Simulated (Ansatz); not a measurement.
Geometry optimisation, DFT PBE-D3(BJ), scalar-relativistic, plane waves, PAW in Ansatz.

input.yaml

```yaml
crystal:
  lattice:
    - [10.86, 0.0, 0.0]
    - [0.0, 10.86, 0.0]
    - [0.0, 0.0, 10.86]
  atoms:
    - { symbol: Si, position: [0.5006541, 0.0011071, 0.0010085] }
    - { symbol: Si, position: [0.6268482, 0.1267947, 0.1277209] }
    - { symbol: Si, position: [0.7515876, 0.2513914, -0.0046208] }
    - { symbol: Si, position: [0.8764474, 0.3766199, 0.12029] }
    - { symbol: Si, position: [0.7553567, -0.0013888, 0.2484737] }
    - { symbol: Si, position: [0.8727183, 0.1219718, 0.3786642] }
    - { symbol: Si, position: [0.0018783, -0.0013202, -0.001932] }
    - { symbol: Si, position: [0.1320298, 0.1284222, 0.119943] }
    - { symbol: Si, position: [0.2543615, 0.2498163, 0.0002506] }
    - { symbol: Si, position: [0.3784083, 0.3731599, 0.123881] }
    - { symbol: Si, position: [0.5012652, 0.5082009, 0.0013006] }
    - { symbol: Si, position: [0.6245452, 0.6263778, 0.1288693] }
    - { symbol: Si, position: [0.7512219, 0.7565962, 0.0086953] }
    - { symbol: Si, position: [0.8742745, 0.877623, 0.1299601] }
    - { symbol: Si, position: [0.2496257, 0.0057277, 0.2468886] }
    - { symbol: Si, position: [0.3764139, 0.1248469, 0.3802192] }
    - { symbol: Si, position: [0.4964401, 0.2495639, 0.2505375] }
    - { symbol: Si, position: [0.6188369, 0.3754939, 0.3740254] }
    - { symbol: Si, position: [0.7473139, 0.4944014, 0.2498801] }
    - { symbol: Si, position: [0.8753352, 0.6254656, 0.3794735] }
    - { symbol: Si, position: [0.499312, -0.0026182, 0.4970743] }
    - { symbol: Si, position: [0.6227882, 0.1286994, 0.6250432] }
    - { symbol: Si, position: [0.7505972, 0.2486407, 0.4989352] }
    - { symbol: Si, position: [0.8737945, 0.3762294, 0.6289782] }
    - { symbol: Si, position: [0.7500755, 0.0004498, 0.7503069] }
    - { symbol: Si, position: [0.8733485, 0.1236604, 0.8777635] }
    - { symbol: Si, position: [2.8e-06, 0.5026249, 0.0003444] }
    - { symbol: Si, position: [0.1265269, 0.6287259, 0.1241763] }
    - { symbol: Si, position: [0.2537106, 0.7476453, -0.0022931] }
    - { symbol: Si, position: [0.3716497, 0.8730267, 0.1265712] }
    - { symbol: Si, position: [-0.0005297, 0.2508559, 0.247823] }
    - { symbol: Si, position: [0.1272526, 0.375976, 0.3731912] }
    - { symbol: Si, position: [0.255047, 0.4981402, 0.2492606] }
    - { symbol: Si, position: [0.3734363, 0.6252332, 0.3746973] }
    - { symbol: Si, position: [0.5018319, 0.7456965, 0.2479699] }
    - { symbol: Si, position: [0.6210976, 0.8724549, 0.3767644] }
    - { symbol: Si, position: [-0.0005114, 0.0021779, 0.5025535] }
    - { symbol: Si, position: [0.126069, 0.1228056, 0.6281206] }
    - { symbol: Si, position: [0.2497306, 0.2500412, 0.4996226] }
    - { symbol: Si, position: [0.3750463, 0.3719306, 0.6222872] }
    - { symbol: Si, position: [0.5032865, 0.4988044, 0.501848] }
    - { symbol: Si, position: [0.6239311, 0.6248052, 0.6252308] }
    - { symbol: Si, position: [0.7497312, 0.7496293, 0.4989346] }
    - { symbol: Si, position: [0.8715368, 0.8758099, 0.6259606] }
    - { symbol: Si, position: [0.2466028, -0.0001517, 0.7480316] }
    - { symbol: Si, position: [0.3763162, 0.1198617, 0.8722611] }
    - { symbol: Si, position: [0.5003892, 0.2504601, 0.7542456] }
    - { symbol: Si, position: [0.6302257, 0.3755233, 0.8768057] }
    - { symbol: Si, position: [0.752637, 0.491159, 0.7474398] }
    - { symbol: Si, position: [0.8768776, 0.6223322, 0.8791185] }
    - { symbol: Si, position: [0.0052201, 0.75055, 0.2519098] }
    - { symbol: Si, position: [0.1214355, 0.8804638, 0.3776475] }
    - { symbol: Si, position: [-0.0042976, 0.4950942, 0.5035532] }
    - { symbol: Si, position: [0.1180441, 0.624393, 0.6289268] }
    - { symbol: Si, position: [0.2539241, 0.7480305, 0.5003028] }
    - { symbol: Si, position: [-0.0018063, 0.2472309, 0.7506544] }
    - { symbol: Si, position: [0.1166446, 0.3773952, 0.8779495] }
    - { symbol: Si, position: [0.2486431, 0.497373, 0.7522618] }
    - { symbol: Si, position: [0.3775078, 0.6294985, 0.8738203] }
    - { symbol: Ga, position: [0.4986724, 0.7512548, 0.7518448], spin: 1.0 }
    - { symbol: Si, position: [0.6275248, 0.8738522, 0.8780312] }
    - { symbol: Si, position: [-0.0005955, 0.7529723, 0.7509774] }
    - { symbol: Si, position: [0.1277055, 0.8785775, 0.8756896] }
magnetization:
  spin_polarized: true
basis:
  ecutwfc: 420.0
kpoints:
  mp_grid: { grid: [1, 1, 1] }
hamiltonian:
  xc: pbe
  dispersion: d3bj
  pseudopotentials: { kind: paw, azcp: { folder: soft_1 } }
scf:
  occupations: { method: gaussian, width: 0.02 }
  lower_state_search: "off"
relax:
  f_tol: 0.03
  max_steps: 60
  adjacent_minimum: "off"
output:
  write_density: true
  write_potential: true
  elf: true
  volumetric_format: npy
```

Command:

```bash
$ ansatz run input.yaml --threads 4 --pin off --max-ram 10240MiB --backend cpu --events-out ev --progress --plain --runs-dir out
```

Q: Where does it end, and by what steps?

A: The run converged. The force dipped under the threshold on the way, but the program's further checks kept it going. Limits of this set-up: coarse k mesh. After 7 steps the energy has fallen by 1.324 eV; Si21 moved furthest, 0.15 Å.

| step | energy less start (eV) | largest force component (eV/Å) | accepted |
| --- | --- | --- | --- |
| 0 | 0.0000 | 1.725 | yes |
| 1 | -1.2128 | 0.466 | yes |
| 2 | -1.2949 | 0.215 | yes |
| 3 | -1.2862 | 0.189 | no |
| 4 | -1.3220 | 0.041 | yes |
| 5 | -1.3230 | 0.015 | yes |
| 6 | -1.3234 | 0.010 | yes |
| 7 | -1.3236 | 0.005 | yes |

```xyz
63
Lattice="10.8600 0.0000 0.0000 0.0000 10.8600 0.0000 0.0000 0.0000 10.8600" Properties=species:S:1:pos:R:3
Si 5.429 0.023 0.025
Si 6.790 1.375 1.369
Si 8.143 2.732 -0.004
Si 9.499 4.079 1.366
Si 8.133 0.023 2.738
Si 9.521 1.350 4.095
Si -0.002 0.010 0.004
Si 1.358 1.359 1.366
Si 2.706 2.720 0.004
Si 4.061 4.082 1.381
Si 5.416 5.444 -0.017
Si 6.788 6.789 1.339
Si 8.133 8.161 -0.018
Si 9.495 9.515 1.380
Si 2.714 0.002 2.729
Si 4.084 1.311 4.124
Si 5.427 2.700 2.725
Si 6.793 4.047 4.064
Si 8.141 5.437 2.713
Si 9.530 6.785 4.065
Si 5.366 -0.119 5.499
Si 6.747 1.314 6.798
Si 8.137 2.695 5.430
Si 9.494 4.082 6.806
Si 8.158 0.026 8.151
Si 9.515 1.378 9.509
Si -0.014 5.434 -0.005
Si 1.342 6.788 1.368
Si 2.694 8.150 0.025
Si 4.073 9.505 1.370
Si 0.000 2.718 2.718
Si 1.366 4.057 4.094
Si 2.694 5.445 2.737
Si 4.095 6.800 4.092
Si 5.439 8.138 2.704
Si 6.776 9.482 4.093
Si 0.021 -0.010 5.450
Si 1.393 1.325 6.815
Si 2.726 2.698 5.450
Si 4.073 4.073 6.797
Si 5.436 5.397 5.405
Si 6.783 6.793 6.699
Si 8.180 8.142 5.406
Si 9.504 9.504 6.797
Si 2.774 -0.052 8.135
Si 4.073 1.355 9.514
Si 5.424 2.708 8.145
Si 6.777 4.081 9.495
Si 8.115 5.463 8.136
Si 9.497 6.801 9.494
Si 0.018 8.150 2.725
Si 1.407 9.491 4.124
Si 0.022 5.441 5.430
Si 1.404 6.830 6.796
Si 2.840 8.212 5.500
Si 0.007 2.710 8.136
Si 1.339 4.062 9.508
Si 2.692 5.420 8.151
Si 3.999 6.796 9.509
Ga 5.427 8.150 8.119
Si 6.780 9.578 9.508
Si 0.010 8.154 8.144
Si 1.364 9.505 9.511
```

Whether the end is a true minimum wasn't checked by a vibrational analysis.

Run time: 2.2 min on 4 threads of Arm Neoverse V2 (shared host), peak memory 1.7 GiB.
